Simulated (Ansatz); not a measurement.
# Cu+ with CH₄O: interaction against distance, part 3 of 3

Ansatz 0.2.0, Gaussian basis.

## Step 12: B moved by +0.96 Å, wB97M-V/def2-TZVPPD

The input, ab/in.yaml:

```yaml
crystal:
  periodic: [false, false, false]
  atoms:
    - {symbol: Cu, position_ang: [0.807718, -0.855789, -2.098817]}
    - {symbol: C, position_ang: [-0.791139, 0.691055, 1.219002]}
    - {symbol: O, position_ang: [0.331580, 0.024401, 0.583824]}
    - {symbol: H, position_ang: [-1.282298, 1.289149, 0.455858]}
    - {symbol: H, position_ang: [-0.412174, 1.344040, 2.003684]}
    - {symbol: H, position_ang: [-1.481000, -0.048245, 1.624401]}
    - {symbol: H, position_ang: [0.888036, -0.389920, 1.251298]}
basis:
  gaussian: {orbitals: "def2-TZVPPD.json"}
total_charge: 1
hamiltonian: {xc: {name: wB97M-V}}
```

The input, a/in.yaml:

```yaml
crystal:
  periodic: [false, false, false]
  atoms:
    - {symbol: Cu, position_ang: [0.807718, -0.855789, -2.098817]}
basis:
  gaussian:
    orbitals: "def2-TZVPPD.json"
    ghost_atoms:
      - {symbol: C, position_ang: [-0.791139, 0.691055, 1.219002]}
      - {symbol: O, position_ang: [0.331580, 0.024401, 0.583824]}
      - {symbol: H, position_ang: [-1.282298, 1.289149, 0.455858]}
      - {symbol: H, position_ang: [-0.412174, 1.344040, 2.003684]}
      - {symbol: H, position_ang: [-1.481000, -0.048245, 1.624401]}
      - {symbol: H, position_ang: [0.888036, -0.389920, 1.251298]}
total_charge: 1
hamiltonian: {xc: {name: wB97M-V}}
```

The input, b/in.yaml:

```yaml
crystal:
  periodic: [false, false, false]
  atoms:
    - {symbol: C, position_ang: [-0.791139, 0.691055, 1.219002]}
    - {symbol: O, position_ang: [0.331580, 0.024401, 0.583824]}
    - {symbol: H, position_ang: [-1.282298, 1.289149, 0.455858]}
    - {symbol: H, position_ang: [-0.412174, 1.344040, 2.003684]}
    - {symbol: H, position_ang: [-1.481000, -0.048245, 1.624401]}
    - {symbol: H, position_ang: [0.888036, -0.389920, 1.251298]}
basis:
  gaussian:
    orbitals: "def2-TZVPPD.json"
    ghost_atoms:
      - {symbol: Cu, position_ang: [0.807718, -0.855789, -2.098817]}
hamiltonian: {xc: {name: wB97M-V}}
```

Each run has its own folder and the same command.

Run with:

```sh
$ ansatz run in.yaml --threads 4 --pin off --events-out ev --progress --plain --max-ram 9574MiB
```

Log of ab, shortened:

```text
Functional definition: wB97M-V
  name "wB97M-V"
  cite "Mardirossian & Head-Gordon, J. Chem. Phys. 144, 214110 (2016) doi:10.1063/1.4952647"
  cite "Becke, J. Chem. Phys. 107, 8554 (1997) doi:10.1063/1.475007"
  cite "Vydrov & Van Voorhis, J. Chem. Phys. 133, 244103 (2010) doi:10.1063/1.3521275"
  # Of w^i u^j: cxij and so on, Table III.
[...]
  gx(w, u) = 1 - cx + cx01*u + cx10*w
[...]
      + integral(e_c_pw_mod_opposite_spin*gos(b97_w_opposite, b97_u_opposite)) + vv10(b, c)
1147 factors; their error is unknown
278 factors; integrals over basis functions are off by at most 3.3e-5 eV
[...]
mean field -47779.77292129 eV, -1755.8742685641 hartree, gradient 2.8e-5 eV, S^2 0.000000; 0 other end points of the search recorded, 0 dependent functions left out
reference -47779.77297894 eV, -1755.8742706825 hartree; 23, 23 occupied and 189, 189 virtual orbitals, 1147 factors
Total energy: -47779.77297894 eV, -1755.8742706825 hartree
```

Output in a, shortened:

```text
[... 5 set-up lines as earlier in the session ...]
  # Of w^i u^j: cxij and so on, Table III.
[...]
  gx(w, u) = 1 - cx + cx01*u + cx10*w
[...]
      + integral(e_c_pw_mod_opposite_spin*gos(b97_w_opposite, b97_u_opposite)) + vv10(b, c)
1099 factors; their error is unknown
276 factors; integrals over basis functions are off by at most 3.5e-5 eV
[...]
mean field -44629.93014275 eV, -1640.1196814930 hartree, gradient 5.3e-5 eV, S^2 0.000000; 0 other end points of the search recorded, 0 dependent functions left out
reference -44629.93018320 eV, -1640.1196829794 hartree; 14, 14 occupied and 198, 198 virtual orbitals, 1099 factors
Total energy: -44629.93018320 eV, -1640.1196829794 hartree
```

Log of b, shortened:

```text
[... 5 set-up lines as earlier in the session ...]
  # Of w^i u^j: cxij and so on, Table III.
[...]
  gx(w, u) = 1 - cx + cx01*u + cx10*w
[...]
      + integral(e_c_pw_mod_opposite_spin*gos(b97_w_opposite, b97_u_opposite)) + vv10(b, c)
1026 factors; their error is unknown
254 factors; integrals over basis functions are off by at most 7.5e-5 eV
[...]
mean field -3148.86312721 eV, -115.7185855489 hartree, gradient 3.8e-5 eV, S^2 0.000000; 0 other end points of the search recorded, 0 dependent functions left out
reference -3148.86317451 eV, -115.7185872873 hartree; 9, 9 occupied and 203, 203 virtual orbitals, 1026 factors
Total energy: -3148.86317451 eV, -115.7185872873 hartree
```

Wall times: 11 s (ab), 6.5 s (a), 6 s (b) on 4 threads of Arm Neoverse N1, shared host.

Interaction: -980 meV.

## Step 13: B moved by +0.96 Å, CCSD(T)/def2-TZVPPD

ab/in.yaml: that of step 12 with these lines changed.

```diff
@@ -13,2 +13,2 @@
 total_charge: 1
-hamiltonian: {xc: {name: wB97M-V}}
+correlation: {method: ccsd_t, frozen_orbitals: {C: 1, Cu: 9, H: 0, O: 1}}
```

a/in.yaml: that of step 12 with these lines changed.

```diff
@@ -15,2 +15,2 @@
 total_charge: 1
-hamiltonian: {xc: {name: wB97M-V}}
+correlation: {method: ccsd_t, frozen_orbitals: {C: 1, Cu: 9, H: 0, O: 1}}
```

b/in.yaml: that of step 12 with these lines changed.

```diff
@@ -14,2 +14,2 @@
       - {symbol: Cu, position_ang: [0.807718, -0.855789, -2.098817]}
-hamiltonian: {xc: {name: wB97M-V}}
+correlation: {method: ccsd_t}
```

The same command starts each run, in its folder.

Run with:

```sh
$ ansatz run in.yaml --threads 4 --pin off --events-out ev --progress --plain --max-ram 9574MiB
```

ab printed, shortened:

```text
[... 4 set-up lines as earlier in the session ...]
[...]
1296 factors; integrals over basis functions are off by at most 7.7e-4 eV
[...]
mean field -47723.68878634 eV, -1753.8132146197 hartree, gradient 2.0e-6 eV, S^2 0.000000; 0 other end points of the search recorded, 0 dependent functions left out
11 core orbitals not correlated: weight in the atoms' cores, before any rotation towards them, 1.000 or more for the frozen orbitals, at most 0.000 for the correlated occupied ones
reference -47723.68878634 eV, -1753.8132146197 hartree; 12, 12 occupied and 189, 189 virtual orbitals, 1296 factors
second order -23.99290758 eV of doubles, -0.00000000 eV of singles
cycle   1  -22.06037774 eV  change     1.9e0 eV  update   1.3e-1
[...]
cycle  14  -22.92402916 eV  change    2.4e-5 eV  update   7.4e-6
perturbative correction -0.77608935 eV, -0.0285207576 hartree
Total energy: -47747.38890485 eV, -1754.6841779105 hartree
```

Output in a, shortened:

```text
[... 4 set-up lines as earlier in the session ...]
[...]
1305 factors; integrals over basis functions are off by at most 7.4e-4 eV
[...]
mean field -44590.93763228 eV, -1638.6867331632 hartree, gradient 1.5e-6 eV, S^2 0.000000; 0 other end points of the search recorded, 0 dependent functions left out
9 core orbitals not correlated: weight in the atoms' cores, before any rotation towards them, 1.000 or more for the frozen orbitals, at most 0.000 for the correlated occupied ones
reference -44590.93763228 eV, -1638.6867331632 hartree; 5, 5 occupied and 198, 198 virtual orbitals, 1305 factors
second order -12.24178705 eV of doubles, -0.00000000 eV of singles
cycle   1  -10.15544098 eV  change     2.1e0 eV  update   1.1e-1
[...]
cycle  11  -10.68406968 eV  change   -7.6e-6 eV  update   3.9e-6
perturbative correction -0.35328957 eV, -0.0129831522 hartree
Total energy: -44601.97499153 eV, -1639.0923486342 hartree
```

b printed, shortened:

```text
[... 4 set-up lines as earlier in the session ...]
[...]
1274 factors; integrals over basis functions are off by at most 7.7e-4 eV
[...]
mean field -3131.87079859 eV, -115.0941289900 hartree, gradient 1.5e-6 eV, S^2 0.000000; 0 other end points of the search recorded, 0 dependent functions left out
2 core orbitals not correlated: weight in the atoms' cores, before any rotation towards them, 1.000 or more for the frozen orbitals, at most 0.000 for the correlated occupied ones
reference -3131.87079859 eV, -115.0941289900 hartree; 7, 7 occupied and 203, 203 virtual orbitals, 1274 factors
second order -11.71264221 eV of doubles, -0.00000000 eV of singles
cycle   1  -11.89160500 eV  change   -1.8e-1 eV  update   6.6e-2
[...]
cycle   9  -12.21305655 eV  change   -4.8e-6 eV  update   1.2e-5
perturbative correction -0.41561823 eV, -0.0152736884 hartree
Total energy: -3144.49947337 eV, -115.5582242281 hartree
```

They took 77 s (ab), 25 s (a), 29 s (b) on 4 threads of Arm Neoverse N1, shared host; peak memory 3 GiB.

ab − a − b = -914 meV.

## Step 14: B moved by +1.93 Å, wB97M-V/def2-TZVPPD

The input, ab/in.yaml:

```yaml
crystal:
  periodic: [false, false, false]
  atoms:
    - {symbol: Cu, position_ang: [0.807718, -0.855789, -2.098817]}
    - {symbol: C, position_ang: [-1.114352, 1.033504, 2.058860]}
    - {symbol: O, position_ang: [0.008368, 0.366849, 1.423683]}
    - {symbol: H, position_ang: [-1.605511, 1.631598, 1.295716]}
    - {symbol: H, position_ang: [-0.735387, 1.686488, 2.843543]}
    - {symbol: H, position_ang: [-1.804213, 0.294203, 2.464259]}
    - {symbol: H, position_ang: [0.564823, -0.047472, 2.091156]}
basis:
  gaussian: {orbitals: "def2-TZVPPD.json"}
total_charge: 1
hamiltonian: {xc: {name: wB97M-V}}
```

The input, a/in.yaml:

```yaml
crystal:
  periodic: [false, false, false]
  atoms:
    - {symbol: Cu, position_ang: [0.807718, -0.855789, -2.098817]}
basis:
  gaussian:
    orbitals: "def2-TZVPPD.json"
    ghost_atoms:
      - {symbol: C, position_ang: [-1.114352, 1.033504, 2.058860]}
      - {symbol: O, position_ang: [0.008368, 0.366849, 1.423683]}
      - {symbol: H, position_ang: [-1.605511, 1.631598, 1.295716]}
      - {symbol: H, position_ang: [-0.735387, 1.686488, 2.843543]}
      - {symbol: H, position_ang: [-1.804213, 0.294203, 2.464259]}
      - {symbol: H, position_ang: [0.564823, -0.047472, 2.091156]}
total_charge: 1
hamiltonian: {xc: {name: wB97M-V}}
```

The input, b/in.yaml:

```yaml
crystal:
  periodic: [false, false, false]
  atoms:
    - {symbol: C, position_ang: [-1.114352, 1.033504, 2.058860]}
    - {symbol: O, position_ang: [0.008368, 0.366849, 1.423683]}
    - {symbol: H, position_ang: [-1.605511, 1.631598, 1.295716]}
    - {symbol: H, position_ang: [-0.735387, 1.686488, 2.843543]}
    - {symbol: H, position_ang: [-1.804213, 0.294203, 2.464259]}
    - {symbol: H, position_ang: [0.564823, -0.047472, 2.091156]}
basis:
  gaussian:
    orbitals: "def2-TZVPPD.json"
    ghost_atoms:
      - {symbol: Cu, position_ang: [0.807718, -0.855789, -2.098817]}
hamiltonian: {xc: {name: wB97M-V}}
```

One command serves all of them, each in its own folder.

Run with:

```sh
$ ansatz run in.yaml --threads 4 --pin off --events-out ev --progress --plain --max-ram 9574MiB
```

Log of ab, shortened:

```text
[... 5 set-up lines as earlier in the session ...]
  # Of w^i u^j: cxij and so on, Table III.
[...]
  gx(w, u) = 1 - cx + cx01*u + cx10*w
[...]
      + integral(e_c_pw_mod_opposite_spin*gos(b97_w_opposite, b97_u_opposite)) + vv10(b, c)
1147 factors; their error is unknown
278 factors; integrals over basis functions are off by at most 4.0e-5 eV
[...]
mean field -47779.24184471 eV, -1755.8547518599 hartree, gradient 7.4e-5 eV, S^2 0.000000; 0 other end points of the search recorded, 0 dependent functions left out
reference -47779.24190896 eV, -1755.8547542210 hartree; 23, 23 occupied and 189, 189 virtual orbitals, 1147 factors
Total energy: -47779.24190896 eV, -1755.8547542210 hartree
```

a printed, shortened:

```text
[... 5 set-up lines as earlier in the session ...]
  # Of w^i u^j: cxij and so on, Table III.
[...]
  gx(w, u) = 1 - cx + cx01*u + cx10*w
[...]
      + integral(e_c_pw_mod_opposite_spin*gos(b97_w_opposite, b97_u_opposite)) + vv10(b, c)
1099 factors; their error is unknown
276 factors; integrals over basis functions are off by at most 3.6e-5 eV
[...]
mean field -44629.92657654 eV, -1640.1195504371 hartree, gradient 7.2e-5 eV, S^2 0.000000; 0 other end points of the search recorded, 0 dependent functions left out
reference -44629.92661593 eV, -1640.1195518847 hartree; 14, 14 occupied and 198, 198 virtual orbitals, 1099 factors
Total energy: -44629.92661593 eV, -1640.1195518847 hartree
```

Output in b, shortened:

```text
[... 5 set-up lines as earlier in the session ...]
  # Of w^i u^j: cxij and so on, Table III.
[...]
  gx(w, u) = 1 - cx + cx01*u + cx10*w
[...]
      + integral(e_c_pw_mod_opposite_spin*gos(b97_w_opposite, b97_u_opposite)) + vv10(b, c)
1026 factors; their error is unknown
254 factors; integrals over basis functions are off by at most 9.8e-5 eV
[...]
mean field -3148.86285734 eV, -115.7185756314 hartree, gradient 3.8e-5 eV, S^2 0.000000; 0 other end points of the search recorded, 0 dependent functions left out
reference -3148.86290531 eV, -115.7185773940 hartree; 9, 9 occupied and 203, 203 virtual orbitals, 1026 factors
Total energy: -3148.86290531 eV, -115.7185773940 hartree
```

Wall times: 10 s (ab), 6.5 s (a), 6 s (b) on 4 threads of Arm Neoverse N1, shared host.

Interaction: -452 meV.

## Step 15: B moved by +1.93 Å, CCSD(T)/def2-TZVPPD

ab/in.yaml: that of step 14 with these lines changed.

```diff
@@ -13,2 +13,2 @@
 total_charge: 1
-hamiltonian: {xc: {name: wB97M-V}}
+correlation: {method: ccsd_t, frozen_orbitals: {C: 1, Cu: 9, H: 0, O: 1}}
```

a/in.yaml: that of step 14 with these lines changed.

```diff
@@ -15,2 +15,2 @@
 total_charge: 1
-hamiltonian: {xc: {name: wB97M-V}}
+correlation: {method: ccsd_t, frozen_orbitals: {C: 1, Cu: 9, H: 0, O: 1}}
```

b/in.yaml: that of step 14 with these lines changed.

```diff
@@ -14,2 +14,2 @@
       - {symbol: Cu, position_ang: [0.807718, -0.855789, -2.098817]}
-hamiltonian: {xc: {name: wB97M-V}}
+correlation: {method: ccsd_t}
```

One command serves all of them, each in its own folder.

Run with:

```sh
$ ansatz run in.yaml --threads 4 --pin off --events-out ev --progress --plain --max-ram 9574MiB
```

Log of ab, shortened:

```text
[... 4 set-up lines as earlier in the session ...]
[...]
1296 factors; integrals over basis functions are off by at most 7.7e-4 eV
[...]
mean field -47723.25572689 eV, -1753.7972999785 hartree, gradient 2.1e-6 eV, S^2 0.000000; 0 other end points of the search recorded, 0 dependent functions left out
11 core orbitals not correlated: weight in the atoms' cores, before any rotation towards them, 1.000 or more for the frozen orbitals, at most 0.000 for the correlated occupied ones
reference -47723.25572689 eV, -1753.7972999785 hartree; 12, 12 occupied and 189, 189 virtual orbitals, 1296 factors
second order -23.93694808 eV of doubles, -0.00000000 eV of singles
cycle   1  -22.02927676 eV  change     1.9e0 eV  update   1.3e-1
[...]
cycle  14  -22.87727881 eV  change    1.9e-5 eV  update   6.6e-6
perturbative correction -0.76433374 eV, -0.0280887470 hartree
Total energy: -47746.89733944 eV, -1754.6661132151 hartree
```

Output in a, shortened:

```text
[... 4 set-up lines as earlier in the session ...]
[...]
1305 factors; integrals over basis functions are off by at most 7.5e-4 eV
[...]
mean field -44590.93413072 eV, -1638.6866044833 hartree, gradient 6.3e-7 eV, S^2 0.000000; 0 other end points of the search recorded, 0 dependent functions left out
9 core orbitals not correlated: weight in the atoms' cores, before any rotation towards them, 1.000 or more for the frozen orbitals, at most 0.000 for the correlated occupied ones
reference -44590.93413072 eV, -1638.6866044833 hartree; 5, 5 occupied and 198, 198 virtual orbitals, 1305 factors
second order -12.23409867 eV of doubles, -0.00000000 eV of singles
cycle   1  -10.14998781 eV  change     2.1e0 eV  update   1.1e-1
[...]
cycle   9  -10.67692028 eV  change    1.1e-5 eV  update   2.8e-6
perturbative correction -0.35076951 eV, -0.0128905419 hartree
Total energy: -44601.96182051 eV, -1639.0918646082 hartree
```

Log of b, shortened:

```text
[... 4 set-up lines as earlier in the session ...]
[...]
1274 factors; integrals over basis functions are off by at most 7.7e-4 eV
[...]
mean field -3131.87062373 eV, -115.0941225639 hartree, gradient 1.5e-6 eV, S^2 0.000000; 0 other end points of the search recorded, 0 dependent functions left out
2 core orbitals not correlated: weight in the atoms' cores, before any rotation towards them, 1.000 or more for the frozen orbitals, at most 0.000 for the correlated occupied ones
reference -3131.87062373 eV, -115.0941225639 hartree; 7, 7 occupied and 203, 203 virtual orbitals, 1274 factors
second order -11.71007702 eV of doubles, -0.00000000 eV of singles
cycle   1  -11.88936103 eV  change   -1.8e-1 eV  update   6.6e-2
[...]
cycle   9  -12.21072186 eV  change   -4.9e-6 eV  update   1.2e-5
perturbative correction -0.41528464 eV, -0.0152614290 hartree
Total energy: -3144.49663023 eV, -115.5581197445 hartree
```

They took 77 s (ab), 24 s (a), 29 s (b) on 4 threads of Arm Neoverse N1, shared host; peak memory 3 GiB.

This point gives -439 meV.

## Step 16: The curves

```
shift (Å)  Cu1–O3 (Å)  PBE-D4  r2SCAN-D4  PBE0-D4  B3LYP-D4  wB97M-V  Hartree-Fock    MP2   CCSD  CCSD(T)
    -0.19        1.74   -1989      -2062    -1773     -1815    -1695          -982  -1625  -1433    -1501
    -0.10        1.83   -2144      -2203    -1949     -2001    -1889         -1286  -1793  -1648    -1704
     0.00        1.93   -2171      -2216    -1993     -2052    -1946         -1434  -1835  -1726    -1772
     0.10        2.02   -2121      -2153    -1957     -2021    -1919         -1483  -1801  -1718    -1757
     0.23        2.15   -1986      -1998    -1838     -1908    -1804         -1453  -1685  -1628    -1658
     0.48        2.39   -1660      -1645    -1535     -1603    -1503         -1268  -1399  -1368    -1388
     0.96        2.86   -1107      -1064    -1007     -1055     -980          -880   -919   -907     -914
     1.93        3.81    -597       -501     -465      -483     -452          -451   -444   -441     -439
```

Energies in meV.

Miss and cost, level by level (times from a shared host):

```
      method  RMS deviation from CCSD(T) (meV)        mean time a point
      PBE-D4                               348                    6.5 s
   r2SCAN-D4                               375                     12 s
     PBE0-D4                               189                      7 s
    B3LYP-D4                               241                      8 s
     wB97M-V                               145                     25 s
Hartree-Fock                               294  part of the CCSD(T) run
         MP2                                62  part of the CCSD(T) run
        CCSD                                40  part of the CCSD(T) run
     CCSD(T)                                 0                  2.2 min
```

The best functional, wB97M-V, misses by 145 meV and takes 25 s a point, against 2.2 min for CCSD(T).

## Step 17: What came out

The summary covers parts 1 to 3.

| quantity | value |
| --- | --- |
| deepest point, CCSD(T) | -1772 meV at +0.00 Å |
| at the longest distance | -439 meV at +1.93 Å |
| at the shortest | -1501 meV at -0.19 Å |
| RMS deviation from CCSD(T) | PBE-D4 348, r2SCAN-D4 375, PBE0-D4 189, B3LYP-D4 241, wB97M-V 145, Hartree-Fock 294, MP2 62, CCSD 40 meV |

Of the points run, CCSD(T) in this basis is lowest at the PBE0-D4 geometry. At +1.93 Å, 25 % of the binding is left. CCSD follows best and r2SCAN-D4 worst.
